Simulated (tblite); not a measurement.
# H14Sb22: the cost of one run

Computed with tblite 0.8.0 and PySCF 2.14.0 and routines of our own; the level stands in each step. Atoms count from 0.

### 1 The starting structure

36 atoms, charge 0, multiplicity 1; geometry from: force field, distance geometry or constructed start.

### 2 Relaxing the molecule with GFN1-xTB

What the job is given:

```
{"job": {"kind": "relax", "xc": "GFN1-xTB", "basis": "xTB"}, "charge": 0, "multiplicity": 1}
Sb    10.278900     1.184500    -0.826600
Sb     8.216000     2.375300     0.818100
Sb     6.169600     1.184000    -0.824000
Sb     6.163700    -1.181900     0.818800
Sb     8.218200    -2.373900    -0.821600
Sb    10.270700    -1.186800     0.822400
Sb    -6.164300     1.188000    -0.828300
Sb    -8.215800     2.375400     0.826500
Sb   -10.271300     1.184200    -0.825400
Sb   -10.276800    -1.187100     0.826600
Sb    -8.221300    -2.373900    -0.827100
Sb    -6.166900    -1.188300     0.825000
Sb     2.051400     1.187000    -0.820000
Sb     0.002200     2.372100     0.822300
Sb    -2.057000     1.191400    -0.824800
Sb    -2.056700    -1.185700     0.831300
Sb     0.000400    -2.370800    -0.824100
Sb     2.053700    -1.189700     0.824000
Sb     4.109000     2.374500     0.827500
Sb     4.112400    -2.371800    -0.822300
Sb    -4.111900     2.376500     0.826500
Sb    -4.110500    -2.371200    -0.825200
H     11.500300     1.897000     0.163600
H      8.215000     3.780500    -0.158500
H      8.219700    -3.782200     0.157900
H     11.490800    -1.893300    -0.154500
H     -8.218500     3.787100    -0.157700
H    -11.497500     1.893000     0.158200
H    -11.496300    -1.892000    -0.159000
H     -8.218100    -3.784400     0.160400
H      0.003600     3.785400    -0.158100
H     -0.001900    -3.783500     0.157200
H      4.108600     3.784900    -0.158900
H      4.111700    -3.786100     0.160700
H     -4.108400     3.786600    -0.160300
H     -4.109100    -3.782600     0.154100
```

Started as:

```
> OMP_NUM_THREADS=2 python large_run.py task.json out
```

The driver reads the jobs from task.json and runs them one after another.

Q: Estimate the wall time and peak memory of this first job on 2 threads of Arm Neoverse N1, shared host.

About 7.3 s, with a peak of 0.17 GiB.
